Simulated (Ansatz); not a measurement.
# Zn (Zn, bcc): the cost of one run

Program: Ansatz 0.2.0. Level of theory: DFT BLYP, plane waves (420 eV) with PAW, scalar-relativistic; PBE-made PAW files. These are calculated values, not measurements.

### Step 1. The structure to begin with

It takes space group Im-3m (No. 229, cubic). Conventional cell: a = 3.122 Å, b = 3.122 Å, c = 3.122 Å, α = 90.00°, β = 90.00°, γ = 90.00°. Around Zn (site symmetry m-3m) lie 8 Zn at 2.70 Å.

As a file:

```xyz
1
Lattice="-1.5609 1.5609 1.5609 1.5609 -1.5609 1.5609 1.5609 1.5609 -1.5609" Properties=species:S:1:pos:R:3 pbc="T T T"
Zn    0.0000    0.0000    0.0000
```

### Step 2. Relaxing cell and atoms

input.yaml

```yaml
crystal:
  lattice:
    - [-1.5608515766, 1.5608515766, 1.5608515766]
    - [1.5608515766, -1.5608515766, 1.5608515766]
    - [1.5608515766, 1.5608515766, -1.5608515766]
  atoms:
    - { symbol: Zn, position: [0.0, 0.0, 0.0] }
hamiltonian:
  xc: blyp
  pseudopotentials:
    kind: paw
    azcp:
      Zn: "pseudopotentials/Zn.paw.azcp"
basis:
  ecutwfc: 420
  fft_grid_basis: typed
kpoints:
  mp_grid: { grid: [14, 14, 14], shift: [0, 0, 0] }
magnetization:
  spin_polarized: false
scf:
  occupations: { method: fermi_dirac, width: 0.1 }
relax:
  max_steps: 60
  f_tol: 0.01
  cell: {}
```

What time and memory should one allow on 2 threads of Intel Xeon Platinum 8375C at 2.90GHz (Ice Lake), shared host?

About 6.9 s, with a peak of 0.34 GiB.
